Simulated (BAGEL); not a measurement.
**CH6GeS (SMILES C[S][GeH3]): HF/STO-3G (density fitting with qzvpp-jkfit)**

What is the vertical singlet–triplet gap of CH6GeS at HF/STO-3G (density fitting with qzvpp-jkfit)? 

The results are computed with BAGEL 1.2.2.

1 further run of the same task is left out (set aside as unsound or not needed).

### Step 1. The structure to begin with

CH6GeS: 9 atoms, total charge 0, spin state singlet. As SMILES, `C[S][GeH3]`. The coordinates come from a PBE0-D4/def2-TZVP relaxation.

Bond lengths: C1–S2 1.813 Å, S2–Ge3 2.212 Å, C1–H4 1.090 Å, C1–H5 1.090 Å, C1–H6 1.090 Å, Ge3–H7 1.533 Å, Ge3–H8 1.540 Å, Ge3–H9 1.540 Å. Some angles: C1–S2–Ge3 99.2°, S2–C1–H4 111.3°, S2–C1–H5 106.7°, S2–C1–H6 111.3°, S2–Ge3–H7 106.6°, S2–Ge3–H8 109.9°, S2–Ge3–H9 109.9°, H4–C1–H5 108.7°, H4–C1–H6 109.9°, H5–C1–H6 108.7°.

### Step 2. A single-point energy at HF/STO-3G (density fitting with qzvpp-jkfit)

File hf.json:

```json
{ "bagel": [

{
  "title": "molecule",
  "basis": "sto-3g",
  "df_basis": "qzvpp-jkfit",
  "angstrom": true,
  "geometry": [
    { "atom": "C", "xyz": [   -0.731400,    1.034600,   -0.884800 ] },
    { "atom": "S", "xyz": [    0.995800,    0.493000,   -0.775100 ] },
    { "atom": "Ge", "xyz": [    0.793200,   -1.010500,    0.834400 ] },
    { "atom": "H", "xyz": [   -1.388400,    0.211200,   -1.166300 ] },
    { "atom": "H", "xyz": [   -0.772000,    1.796300,   -1.663400 ] },
    { "atom": "H", "xyz": [   -1.069500,    1.475300,    0.053600 ] },
    { "atom": "H", "xyz": [    2.192100,   -1.592900,    1.068400 ] },
    { "atom": "H", "xyz": [   -0.191300,   -2.112600,    0.401600 ] },
    { "atom": "H", "xyz": [    0.260000,   -0.340700,    2.114300 ] }
  ]
},
{ "title": "hf" },
{ "title": "print", "file": "orbitals.molden", "orbitals": true }

]}
```

Command:

```bash
$ BAGEL_NUM_THREADS=1 BAGEL hf.json > hf.out
```

Output:

```text
* using 1 threads per process

  ===============================================================
  ===============================================================

  *** Geometry ***

  { "atom" : "C", "xyz" : [     -1.382146,      1.955111,     -1.672030 ] },
  { "atom" : "S", "xyz" : [      1.881789,      0.931635,     -1.464727 ] },
  { "atom" : "Ge", "xyz" : [      1.498931,     -1.909568,      1.576787 ] },
  { "atom" : "H", "xyz" : [     -2.623696,      0.399110,     -2.203988 ] },
  { "atom" : "H", "xyz" : [     -1.458869,      3.394515,     -3.143370 ] },
  { "atom" : "H", "xyz" : [     -2.021062,      2.787913,      0.101289 ] },
  { "atom" : "H", "xyz" : [      4.142469,     -3.010145,      2.018983 ] },
  { "atom" : "H", "xyz" : [     -0.361505,     -3.992235,      0.758914 ] },
  { "atom" : "H", "xyz" : [      0.491329,     -0.643830,      3.995448 ] },

  Number of auxiliary basis functions:      577

  Since a DF basis is specified, we compute 2- and 3-index integrals:
    o Being stored without compression. Storage requirement is 0.007 GB

  Number of basis functions:       38
  Number of electrons      :       60

    * METHOD: MOLECULE                             0.25

  *** RHF ***

  === Nuclear Repulsion ===
   264.1407378115

      * DIIS with orbital gradients will be used.

  === RHF iteration (sto-3g) ===
      0      -2485.82061963          0.00753480           0.04
      1      -2485.85687407          0.00204168           0.04
      2      -2485.85928469          0.00050349           0.04
      3      -2485.85952319          0.00006515           0.04
      4      -2485.85952740          0.00001293           0.04
      5      -2485.85952757          0.00000142           0.04
      6      -2485.85952757          0.00000029           0.04
      7      -2485.85952757          0.00000005           0.04
      8      -2485.85952757          0.00000001           0.04
    * SCF iteration converged.

    * Permanent dipole moment:
           (    0.285671,     0.145248,    -0.225055) a.u.

    * METHOD: HF                                   0.49

    * METHOD: PRINT                                0.00

  ===============================================================
```

Wall time 1.1 s (1 thread of Intel Xeon Platinum 8488C (Sapphire Rapids), shared host); peak memory 0.082 GiB.

### Step 3. The triplet

File job.json:

```json
{ "bagel": [

{
  "title": "molecule",
  "basis": "sto-3g",
  "df_basis": "qzvpp-jkfit",
  "angstrom": "true",
  "geometry": [
    { "atom": "C", "xyz": [   -0.731400,    1.034600,   -0.884800 ] },
    { "atom": "S", "xyz": [    0.995800,    0.493000,   -0.775100 ] },
    { "atom": "Ge", "xyz": [    0.793200,   -1.010500,    0.834400 ] },
    { "atom": "H", "xyz": [   -1.388400,    0.211200,   -1.166300 ] },
    { "atom": "H", "xyz": [   -0.772000,    1.796300,   -1.663400 ] },
    { "atom": "H", "xyz": [   -1.069500,    1.475300,    0.053600 ] },
    { "atom": "H", "xyz": [    2.192100,   -1.592900,    1.068400 ] },
    { "atom": "H", "xyz": [   -0.191300,   -2.112600,    0.401600 ] },
    { "atom": "H", "xyz": [    0.260000,   -0.340700,    2.114300 ] }
  ]
},
{
  "title": "uhf",
  "nopen": 2
},
{
  "title": "print",
  "file": "orbitals.molden",
  "orbitals": "true"
}

]}
```

Command:

```bash
$ BAGEL_NUM_THREADS=1 BAGEL job.json > job.out
```

Output:

```text
* using 1 threads per process

  ===============================================================
  ===============================================================

  *** Geometry ***

  { "atom" : "C", "xyz" : [     -1.382146,      1.955111,     -1.672030 ] },
  { "atom" : "S", "xyz" : [      1.881789,      0.931635,     -1.464727 ] },
  { "atom" : "Ge", "xyz" : [      1.498931,     -1.909568,      1.576787 ] },
  { "atom" : "H", "xyz" : [     -2.623696,      0.399110,     -2.203988 ] },
  { "atom" : "H", "xyz" : [     -1.458869,      3.394515,     -3.143370 ] },
  { "atom" : "H", "xyz" : [     -2.021062,      2.787913,      0.101289 ] },
  { "atom" : "H", "xyz" : [      4.142469,     -3.010145,      2.018983 ] },
  { "atom" : "H", "xyz" : [     -0.361505,     -3.992235,      0.758914 ] },
  { "atom" : "H", "xyz" : [      0.491329,     -0.643830,      3.995448 ] },

  Number of auxiliary basis functions:      577

  Since a DF basis is specified, we compute 2- and 3-index integrals:
    o Being stored without compression. Storage requirement is 0.007 GB

  Number of basis functions:       38
  Number of electrons      :       60

    * METHOD: MOLECULE                             0.26

  *** Open-shell HF ***

  === Nuclear Repulsion ===
   264.1407378115

      * DIIS with orbital gradients will be used.

  === UHF iteration (sto-3g) ===
      0      -2485.56379746          0.01324488           0.09
      1      -2485.60253527          0.00414471           0.08
      2      -2485.60829773          0.00152672           0.09
      3      -2485.60983882          0.00063863           0.09
      4      -2485.61104931          0.00032627           0.08
      5      -2485.61194343          0.00013930           0.09
      6      -2485.61216824          0.00004714           0.08
      7      -2485.61218109          0.00001875           0.08
      8      -2485.61218361          0.00001070           0.08
      9      -2485.61218510          0.00000490           0.08
     10      -2485.61218549          0.00000235           0.08
     11      -2485.61218568          0.00000058           0.08
     12      -2485.61218568          0.00000019           0.08
     13      -2485.61218568          0.00000012           0.08
     14      -2485.61218568          0.00000007           0.08
     15      -2485.61218568          0.00000002           0.09
     16      -2485.61218568          0.00000001           0.09
    * SCF iteration converged.

    * S^2 (UHF) is 2.0124

    * Permanent dipole moment:
           (    0.331343,    -0.961182,     0.908766) a.u.

    * METHOD: UHF                                  1.58

    * METHOD: PRINT                                0.00

  ===============================================================
```

It took 2.1 s on 1 thread of Intel Xeon Platinum 8488C (Sapphire Rapids), shared host; peak memory 0.082 GiB.

### Step 4. What came out

Level: HF/STO-3G (density fitting with qzvpp-jkfit).

| quantity | value |
| --- | --- |
| singlet: total energy | -2485.85953 Eh |
| singlet: dipole moment | 1.00 D |
| singlet: HOMO energy | -6.72 eV |
| singlet: LUMO energy | 10.44 eV |
| singlet: HOMO–LUMO gap | 17.16 eV |
| triplet: total energy | -2485.61219 Eh |
| triplet: dipole moment | 3.47 D |
| triplet: ⟨S²⟩ | 2.012 |
| vertical energy of the triplet above the singlet | 6.731 eV |

**Reading.** At this shape the triplet lies 6.73 eV (155 kcal/mol) above the singlet. In a minimal basis such a difference can be off by several eV, whatever the method.
